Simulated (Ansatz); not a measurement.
# C2H5ClTe: the cost of one run

Program: the Python package of Ansatz 0.2.0. Level of theory: r2SCAN0/def2-TZVP. These are calculated values, not measurements.

**1. The structure**

Bond lengths: C1–C2 1.510 Å, C2–Cl3 1.756 Å, C2–Te4 2.100 Å, C1–H5 1.100 Å, C1–H6 1.188 Å, C1–H7 1.111 Å, C2–H8 1.086 Å, Te4–H9 1.712 Å. Angles: C1–C2–Cl3 108.2°, C1–C2–Te4 110.7°, C1–C2–H8 108.9°, Cl3–C2–Te4 108.5°, Cl3–C2–H8 108.1°, Te4–C2–H8 112.4°, C2–C1–H5 112.4°, C2–C1–H6 107.6°, C2–C1–H7 113.1°, H5–C1–H6 105.6°, H5–C1–H7 111.9°, H6–C1–H7 105.8°, C2–Te4–H9 95.1°.

The script holds or builds the structure itself.

**2. The code**

tae_c2h5clte.py

```python
"""Atomisation energy of C2H5ClTe at the given geometry."""

from collections import Counter

import ansatz as az

BASIS_SET = "def2-TZVP"
FUNCTIONAL = "R2SCAN0"


def total_energy(molecule, charge=0, unpaired=0):
    calc = molecule.calculation().basis(gaussian=BASIS_SET).functional(FUNCTIONAL)
    if charge:
        calc = calc.charge(charge)
    if unpaired:
        calc = calc.spin("collinear", total=unpaired)
    report = calc.run(threads=1, pin="off").report
    if report["published_state_doubts"]:
        print("  doubts:", report["published_state_doubts"])
    return report["free_energy_ev"]

system = (
    az.Crystal.molecule()
    .atom("C", [0.4634, 0.5939, -0.6172])
    .atom("C", [-0.3082, -0.642, -0.2224])
    .atom("Cl", [0.8444, -1.8795, 0.2496])
    .atom("Te", [-1.5628, -0.2419, 1.4139])
    .atom("H", [1.0921, 0.4291, -1.5048])
    .atom("H", [-0.326, 1.4234, -0.9353])
    .atom("H", [1.0418, 1.0329, 0.2234])
    .atom("H", [-0.8579, -1.0043, -1.0863])
    .atom("H", [-0.2984, 0.2422, 2.4621])
)

# unpaired electrons of the ground-state atoms
unpaired = {"C": 2, "Cl": 1, "Te": 2, "H": 1}
counts = Counter(site.symbol for site in system.cartesian_sites)
atom_energy = {s: total_energy(az.Crystal.molecule().atom(s, (0, 0, 0)), 0, unpaired[s]) for s in counts}
whole = total_energy(system, 0, 0)
for s, e in atom_energy.items():
    print(f"{s:2s} x{counts[s]}  {e:14.5f} eV")
print(f"C2H5ClTe: {whole:.5f} eV")
split = sum(counts[s] * e for s, e in atom_energy.items()) - whole
print(f"atomisation energy (no zero-point term): {96.485332 * split:.1f} kJ/mol, {split / sum(counts.values()):.3f} eV an atom")
```

**3. The calls as engine input**

The package turns the script's settings into the engine's input (first run):

```yaml
crystal:
  periodic: [false, false, false]
  atoms:
    - { symbol: C, position_ang: [0.0, 0.0, 0.0] }
basis:
  gaussian:
    orbitals: def2-TZVP
hamiltonian:
  xc: r2scan0
magnetization:
  spin_polarized: true
  initial_magnetization: 2.0
```

**4. Running it**

Run with:

```sh
$ python tae_c2h5clte.py
```

Q: Estimate wall time and peak memory on 1 thread of Arm Neoverse V1, shared host.

About 18 s, with a peak of 0.4 GiB.
